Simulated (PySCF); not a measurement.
# F6Mn ([MnF6]3-): the cost of one run

Programs: PySCF 2.14.0, with routines of our own; each step states its level. All values are computed. Atoms count from 0.

## 1. The starting structure

7 atoms, charge -3, states of the metal's open shell are computed; geometry from: model start, shaken.

## 2. Relaxing the molecule at PBE0-D3(BJ)/def2-SVP

Job settings and geometry (Å):

```
{"job": {"xc": "PBE0", "basis": "def2-SVP", "d3": "d3bj", "grid": 1, "maxiter": 45, "solvent": "water", "kind": "geom"}, "charge": -3, "metal": "Mn", "open_shell": "d4"}
Mn     0.000020     0.004480    -0.004110
F     -0.013360    -0.006820     2.163530
F      0.000900     0.020100    -2.185780
F      1.877340     0.007350     0.005350
F     -1.885070    -0.013960    -0.000440
F      0.010430     1.866490    -0.006860
F     -0.028520    -1.905990    -0.027630
```

On the command line:

```
$ OMP_NUM_THREADS=1 python lf_run.py task.json out
```

One launch serves the whole session: the jobs run in the order shown.

Q: Estimate the wall time and peak memory of this first job on 1 thread of Arm Neoverse V2, shared host.

About 2.1 min, with a peak of 0.77 GiB.
